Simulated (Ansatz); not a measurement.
# NiO (Fm-3m): equation of state

How stiff is NiO (Fm-3m)? Energies and pressures are computed at volumes on both sides of the relaxed cell and fitted.

Computed with Ansatz 0.2.0 (DFT PBE, scalar-relativistic, plane waves, PAW, unless a step's input says otherwise).

Spin polarisation is switched off on purpose; where the compound carries moments, volume, stiffness and gap are then not the real material's.

### Step 1. The starting structure

Symmetry: Fm-3m, No. 225, cubic system. The conventional cell has a = 4.159 Å, b = 4.159 Å, c = 4.159 Å, α = 90.00°, β = 90.00°, γ = 90.00°. Around Ni (site symmetry m-3m) lie 6 O at 2.08 Å. Around O (site symmetry m-3m) lie 6 Ni at 2.08 Å.

Structure file:

```
CELL_PARAMETERS angstrom
1.47052 0.84900 2.40133
-1.47052 0.84900 2.40133
0.00000 -1.69801 2.40133
ATOMIC_POSITIONS crystal
Ni 0.00000 0.00000 0.00000
O 0.50000 0.50000 0.50000
```

This cell comes from an earlier session at PBE: 8.994 Å³/atom at 0.00 GPa, on a 14×14×14 mesh.

Volume factors to run: 0.980, 1.020, 0.960, 1.040.

### Step 2. Scaling the volume by 0.980

input.yaml

```yaml
crystal:
  lattice:
    - [1.4606491166, 0.8433061606, 2.3852168942]
    - [-1.4606491166, 0.8433061606, 2.3852168942]
    - [0.0, -1.6866123213, 2.3852168942]
  atoms:
    - { symbol: Ni, position: [1.0, 0.0, 0.0] }
    - { symbol: O, position: [0.5, 0.5, 0.5] }
basis:
  ecutwfc: 420
  ecutrho_ratio: 4
kpoints:
  mp_grid: { grid: [14, 14, 14] }
hamiltonian:
  xc: pbe
scf:
  occupations: { method: gaussian, width: 0.05 }
output:
  forces: true
  stress: true
  eigenvalues: true
relax:
  f_tol: 0.01
  max_steps: 40
  cell: { stress_tol: 0.1, fix: [volume] }
```

On the command line:

```console
$ ansatz run input.yaml --threads 1 --pin off --max-ram 2560MiB --backend cpu --events-out ev --progress --plain --runs-dir out
```

The log of the run (excerpt; [...] marks lines left out):

```text
Warning: 36 symmetry operations that the atoms keep within the bar at which the run's group was sought (crystal.symmetry.tolerance 1.0e-5, or twice it) were not taken beside the 12 unitary ones that the detection took (of a slab, those that keep its plane). If the more symmetric cell is [...]
Warning: RAYON_NUM_THREADS=1 ignored (pool sized by the plan → 1); use --threads N
[...]
Pseudopotentials: kind: paw
Pseudopotential: Ni, paw, valence charge 18, recommended cutoff 420 eV (normal), Ni.paw.azcp
Pseudopotential: O, paw, valence charge 6, recommended cutoff 420 eV (normal), O.paw.azcp
Functional definition: PBE
[...]
Crystal: 2 atoms, lattice volume = 17.628 Å³
Basis set: ecut = 420 eV, 331 PW (Γ), exchange–correlation on 40×40×40 points (8 copies of the dense FFT grid, shifted against one another)
Bands: 16, of which v1, the nominal top of the filled ones, is band 12 counted from 1 (11 counted from 0)
Symmetry: 12 space group operations
k-points: 288 of 2744
[...]
SCF iter   1: F=—  HF=-6405.558523 eV  |F-HF|=—  |Δ(HF+E_count)|=         —  Δρ=4.57e-3  dr2=3.20e-3  ethr=1.77e-3  ⟨swp⟩=4.6  Hψ=19715  notcnv=0
[...]
relax step   1: F+E_penalty+E_count = -6405.55846975 eV  Δ(F+E_penalty+E_count) = +0.000e0 eV  max|allowed force component| = 1.998e-29 eV/Å  Δτ_max = 0.0000 Å  P = +4.347 GPa  Ω = 17.628 Å³  fix = [volume]  reactions: volume +4.347 GPa  (6 SCF iters, dr2 threshold 1.00e-7 eV, accepted)
[...]
relax step   2: F+E_penalty+E_count = -6405.55846975 eV  Δ(F+E_penalty+E_count) = -3.356e-10 eV  max|allowed force component| = 1.367e-29 eV/Å  Δτ_max = 0.0000 Å  P = +4.347 GPa  Ω = 17.628 Å³  fix = [volume]  reactions: volume +4.347 GPa  stress off target by 2.72e-4 GPa on what of the [...]
SCF converged after 7 iterations
Free energy (F): -6405.558470 eV
[...]
E sigma→0 (E₀):  -6405.556882 eV
Entropy (-TS):   -0.003175 eV (-1.588 meV/atom)
Fermi energy:    15.085748 eV
[...]
--- Forces (eV/Å), atoms counted from 1 ---
  atom   1  Ni     0.00000000     0.00000000     0.00000000
  atom   2  O      0.00000000     0.00000000    -0.00000000
[...]
--- Stress (GPa, compression-positive) ---
        4.346855       0.000000       0.000000
        0.000000       4.346855      -0.000000
        0.000000      -0.000000       4.347263
  P = ⅓ Tr σ = 4.3470 GPa (43.470 kbar)
--- Band table (eV; the first three rows and the last of 288) ---
  k-point 0: bands = ["-87.9926", "-48.4023", "-48.4023", "-48.4022", "-5.6933", "11.8248", "11.8248", "11.8248", "13.1491", "13.1491", "13.1491", "13.5036", "13.5036", "16.8693", "32.9516", "34.3525"]
[...]
--- Relaxed structure (1 steps of the walk, 1 accepted, 1 SCFs on fresh bases) ---
  F+E_penalty+E_count = -6405.55846975 eV   max|allowed force component| = 1.367e-29 eV/Å   (the final SCF, on the basis selected at the relaxed cell)
  cell:  # Å, volume = 17.6283 Å³
    - [1.4606491165763873, 0.8433061606302995, 2.3852168942058927]
    - [-1.4606491165763873, 0.8433061606302995, 2.3852168942058927]
    - [0.0, -1.6866123213105988, 2.385216894188215]
  atoms:
    - { symbol: Ni, position: [1.0, -5.551115123125783e-17, 0.0] }
    - { symbol: O, position: [0.5, 0.5, 0.5] }
```

Wall time 6.8 s (1 thread of Intel Xeon Platinum 8488C (Sapphire Rapids), shared host); peak memory 0.42 GiB.

The steps of the relaxation:

```tsv
step	energy from step 1 (meV/atom)	largest force component (eV/Å)	pressure (GPa)	volume (Å³/atom)
1	0.0	0.000	4.35	8.814
2	0.0	0.000	4.35	8.814
```

Step 1 is the start. Step 2 repeats the geometry before it on a plane-wave basis chosen anew for the final cell, which leaves the energy as it was. The run keeps the 12 symmetry operations that it found, so it can't reach a distortion that breaks them.

This gives: volume 8.814 Å³/atom, pressure 4.35 GPa, no gap.

### Step 3. Scaling the volume by 1.020

input.yaml, as its differences from that of step 2:

```diff
@@ -2,5 +2,5 @@
   lattice:
-    - [1.4606491166, 0.8433061606, 2.3852168942]
-    - [-1.4606491166, 0.8433061606, 2.3852168942]
-    - [0.0, -1.6866123213, 2.3852168942]
+    - [1.4802574848, 0.8546270573, 2.4172370492]
+    - [-1.4802574848, 0.8546270573, 2.4172370492]
+    - [0.0, -1.7092541146, 2.4172370492]
   atoms:
```

On the command line:

```console
$ ansatz run input.yaml --threads 1 --pin off --max-ram 2560MiB --backend cpu --events-out ev --progress --plain --runs-dir out
```

The log of the run (excerpt; [...] marks lines left out):

```text
Warning: 36 symmetry operations that the atoms keep within the bar at which the run's group was sought (crystal.symmetry.tolerance 1.0e-5, or twice it) were not taken beside the 12 unitary ones that the detection took (of a slab, those that keep its plane). If the more symmetric cell is [...]
Warning: RAYON_NUM_THREADS=1 ignored (pool sized by the plan → 1); use --threads N
[...]
[... 4 set-up lines as earlier in the session ...]
[...]
Crystal: 2 atoms, lattice volume = 18.348 Å³
Basis set: ecut = 420 eV, 339 PW (Γ), exchange–correlation on 40×40×40 points (8 copies of the dense FFT grid, shifted against one another)
Bands: 16, of which v1, the nominal top of the filled ones, is band 12 counted from 1 (11 counted from 0)
[... 1 set-up line as earlier in the session ...]
k-points: 288 of 2744
[...]
--- Forces (eV/Å), atoms counted from 1 ---
  atom   1  Ni     0.00000000    -0.00000000     0.00000000
  atom   2  O      0.00000000     0.00000000     0.00000000
[...]
--- Stress (GPa, compression-positive) ---
       -3.886538      -0.000000       0.000000
       -0.000000      -3.886538      -0.000000
        0.000000      -0.000000      -3.886095
  P = ⅓ Tr σ = -3.8864 GPa (-38.864 kbar)
--- Band table (eV; the first three rows and the last of 288) ---
  k-point 0: bands = ["-88.7832", "-49.1922", "-49.1922", "-49.1922", "-6.1738", "11.1269", "11.1269", "11.1269", "12.4141", "12.4141", "12.4141", "12.7382", "12.7382", "15.7928", "31.9781", "33.1990"]
[...]
--- Relaxed structure (1 steps of the walk, 1 accepted, 1 SCFs on fresh bases) ---
  F+E_penalty+E_count = -6405.55876116 eV   max|allowed force component| = 4.128e-29 eV/Å   (the final SCF, on the basis selected at the relaxed cell)
  cell:  # Å, volume = 18.3478 Å³
    - [1.4802574847833392, 0.8546270573096192, 2.4172370492]
    - [-1.4802574847833392, 0.8546270573096192, 2.4172370492]
    - [0.0, -1.7092541146192384, 2.4172370492]
  atoms:
    - { symbol: Ni, position: [0.9999999999999999, 0.0, -5.551115123125783e-17] }
    - { symbol: O, position: [0.4999999999999999, 0.4999999999999999, 0.4999999999999999] }
```

It took 7.8 s on 1 thread of Intel Xeon Platinum 8488C (Sapphire Rapids), shared host; peak memory 0.43 GiB.

How the relaxation went:

```tsv
step	energy from step 1 (meV/atom)	largest force component (eV/Å)	pressure (GPa)	volume (Å³/atom)
1	0.0	0.000	-3.89	9.174
2	0.0	0.000	-3.89	9.174
```

Step 1 is the start. Step 2 repeats the geometry before it on a plane-wave basis chosen anew for the final cell, which leaves the energy as it was. The run keeps the 12 symmetry operations that it found, so it can't reach a distortion that breaks them.

In short: volume 9.174 Å³/atom, pressure -3.89 GPa, metallic.

### Step 4. Scaling the volume by 0.960

input.yaml, as its differences from that of step 3:

```diff
@@ -2,5 +2,5 @@
   lattice:
-    - [1.4802574848, 0.8546270573, 2.4172370492]
-    - [-1.4802574848, 0.8546270573, 2.4172370492]
-    - [0.0, -1.7092541146, 2.4172370492]
+    - [1.4506443566, 0.8375299098, 2.3688792794]
+    - [-1.4506443566, 0.8375299098, 2.3688792794]
+    - [0.0, -1.6750598196, 2.3688792794]
   atoms:
```

On the command line:

```console
$ ansatz run input.yaml --threads 1 --pin off --max-ram 2560MiB --backend cpu --events-out ev --progress --plain --runs-dir out
```

The log of the run (excerpt; [...] marks lines left out):

```text
Warning: 36 symmetry operations that the atoms keep within the bar at which the run's group was sought (crystal.symmetry.tolerance 1.0e-5, or twice it) were not taken beside the 12 unitary ones that the detection took (of a slab, those that keep its plane). If the more symmetric cell is [...]
Warning: RAYON_NUM_THREADS=1 ignored (pool sized by the plan → 1); use --threads N
[...]
[... 4 set-up lines as earlier in the session ...]
[...]
Crystal: 2 atoms, lattice volume = 17.269 Å³
Basis set: ecut = 420 eV, 331 PW (Γ), exchange–correlation on 40×40×40 points (8 copies of the dense FFT grid, shifted against one another)
Bands: 16, of which v1, the nominal top of the filled ones, is band 12 counted from 1 (11 counted from 0)
[... 1 set-up line as earlier in the session ...]
k-points: 288 of 2744
[...]
--- Forces (eV/Å), atoms counted from 1 ---
  atom   1  Ni     0.00000000     0.00000000     0.00000000
  atom   2  O      0.00000000    -0.00000000     0.00000000
[...]
--- Stress (GPa, compression-positive) ---
        9.211058       0.000000       0.000000
        0.000000       9.211058      -0.000000
        0.000000      -0.000000       9.211446
  P = ⅓ Tr σ = 9.2112 GPa (92.112 kbar)
--- Band table (eV; the first three rows and the last of 288) ---
  k-point 0: bands = ["-87.5743", "-47.9842", "-47.9842", "-47.9842", "-5.4394", "12.1953", "12.1953", "12.1954", "13.5372", "13.5372", "13.5372", "13.9081", "13.9081", "17.4441", "33.4643", "34.9627"]
[...]
--- Relaxed structure (1 steps of the walk, 1 accepted, 1 SCFs on fresh bases) ---
  F+E_penalty+E_count = -6405.54332161 eV   max|allowed force component| = 8.415e-30 eV/Å   (the final SCF, on the basis selected at the relaxed cell)
  cell:  # Å, volume = 17.2685 Å³
    - [1.4506443566160896, 0.8375299097907106, 2.3688792794]
    - [-1.4506443566160896, 0.8375299097907106, 2.3688792794]
    - [0.0, -1.6750598195814215, 2.3688792794]
  atoms:
    - { symbol: Ni, position: [1.0, 5.551115123125783e-17, -5.551115123125783e-17] }
    - { symbol: O, position: [0.5000000000000001, 0.5000000000000001, 0.5] }
```

It took 6.8 s on 1 thread of Intel Xeon Platinum 8488C (Sapphire Rapids), shared host; peak memory 0.41 GiB.

How the relaxation went:

```tsv
step	energy from step 1 (meV/atom)	largest force component (eV/Å)	pressure (GPa)	volume (Å³/atom)
1	0.0	0.000	9.21	8.634
2	0.0	0.000	9.21	8.634
```

Step 1 is the start. Step 2 repeats the geometry before it on a plane-wave basis chosen anew for the final cell, which leaves the energy as it was.

Result: volume 8.634 Å³/atom, pressure 9.21 GPa, no gap.

### Step 5. Volume × 1.040

input.yaml, as its differences from that of step 4:

```diff
@@ -2,5 +2,5 @@
   lattice:
-    - [1.4506443566, 0.8375299098, 2.3688792794]
-    - [-1.4506443566, 0.8375299098, 2.3688792794]
-    - [0.0, -1.6750598196, 2.3688792794]
+    - [1.4898698157, 0.8601767392, 2.4329338335]
+    - [-1.4898698157, 0.8601767392, 2.4329338335]
+    - [0.0, -1.7203534783, 2.4329338335]
   atoms:
```

On the command line:

```console
$ ansatz run input.yaml --threads 1 --pin off --max-ram 2560MiB --backend cpu --events-out ev --progress --plain --runs-dir out
```

The log of the run (excerpt; [...] marks lines left out):

```text
Warning: 36 symmetry operations that the atoms keep within the bar at which the run's group was sought (crystal.symmetry.tolerance 1.0e-5, or twice it) were not taken beside the 12 unitary ones that the detection took (of a slab, those that keep its plane). If the more symmetric cell is [...]
Warning: RAYON_NUM_THREADS=1 ignored (pool sized by the plan → 1); use --threads N
[...]
[... 4 set-up lines as earlier in the session ...]
[...]
Crystal: 2 atoms, lattice volume = 18.708 Å³
Basis set: ecut = 420 eV, 339 PW (Γ), exchange–correlation on 40×40×40 points (8 copies of the dense FFT grid, shifted against one another)
Bands: 16, of which v1, the nominal top of the filled ones, is band 12 counted from 1 (11 counted from 0)
[... 1 set-up line as earlier in the session ...]
k-points: 288 of 2744
[...]
  atom   1  Ni     0.00000000    -0.00000000     0.00000000
  atom   2  O      0.00000000     0.00000000    -0.00000000
[...]
--- Stress (GPa, compression-positive) ---
       -7.365352       0.000000       0.000000
        0.000000      -7.365352       0.000000
        0.000000       0.000000      -7.364894
  P = ⅓ Tr σ = -7.3652 GPa (-73.652 kbar)
--- Band table (eV; the first three rows and the last of 288) ---
  k-point 0: bands = ["-89.1571", "-49.5659", "-49.5659", "-49.5659", "-6.4015", "10.7984", "10.7984", "10.7984", "12.0657", "12.0657", "12.0658", "12.3759", "12.3759", "15.2883", "31.5155", "32.6535"]
[...]
--- Relaxed structure (1 steps of the walk, 1 accepted, 1 SCFs on fresh bases) ---
  F+E_penalty+E_count = -6405.54608437 eV   max|allowed force component| = 8.415e-29 eV/Å   (the final SCF, on the basis selected at the relaxed cell)
  cell:  # Å, volume = 18.7076 Å³
    - [1.4898698157127943, 0.8601767391759466, 2.4329338334941073]
    - [-1.4898698157127943, 0.8601767391759466, 2.4329338334941073]
    - [0.0, -1.7203534783018932, 2.432933833511785]
  atoms:
    - { symbol: Ni, position: [1.0, -5.551115123125783e-17, -5.551115123125783e-17] }
    - { symbol: O, position: [0.49999999999999994, 0.49999999999999994, 0.4999999999999999] }
```

Wall time 7.7 s (1 thread of Intel Xeon Platinum 8488C (Sapphire Rapids), shared host); peak memory 0.43 GiB.

How the relaxation went:

```tsv
step	energy from step 1 (meV/atom)	largest force component (eV/Å)	pressure (GPa)	volume (Å³/atom)
1	0.0	0.000	-7.37	9.354
2	0.0	0.000	-7.37	9.354
```

Step 1 is the start. Step 2 repeats the geometry before it on a plane-wave basis chosen anew for the final cell, which leaves the energy as it was.

Read off: volume 9.354 Å³/atom, pressure -7.37 GPa, metallic.

### Step 6. Energy and pressure against volume

Energies have the smearing extrapolated to zero and count from the lowest point.

```tsv
volume (Å³/atom)	energy (meV/atom)	pressure (GPa)	gap (eV)
8.634	9.96	9.21	metal
8.814	2.39	4.35	metal
8.994	0.00	0.00	metal
9.174	2.24	-3.89	metal
9.354	8.58	-7.37	metal
```

volume (Å³/atom), energy (meV/atom) and a bar:
```
     8.63       10.0 ##############################
     8.81        2.4 #######
     8.99        0.0 
     9.17        2.2 #######
     9.35        8.6 ##########################
```

### Step 7. Outcome

```
          quantity           value
                V0   8.993 Å³/atom
                B0         205 GPa
               B0′             4.9
scatter of the fit  0.003 meV/atom
```

The fitted minimum lies at 8.99 Å³/atom, and the bulk modulus is 205 GPa, a stiff solid. One per cent of compression takes about 2.1 GPa. These are values at 0 K without zero-point motion. Spin polarisation wasn't allowed in this run.
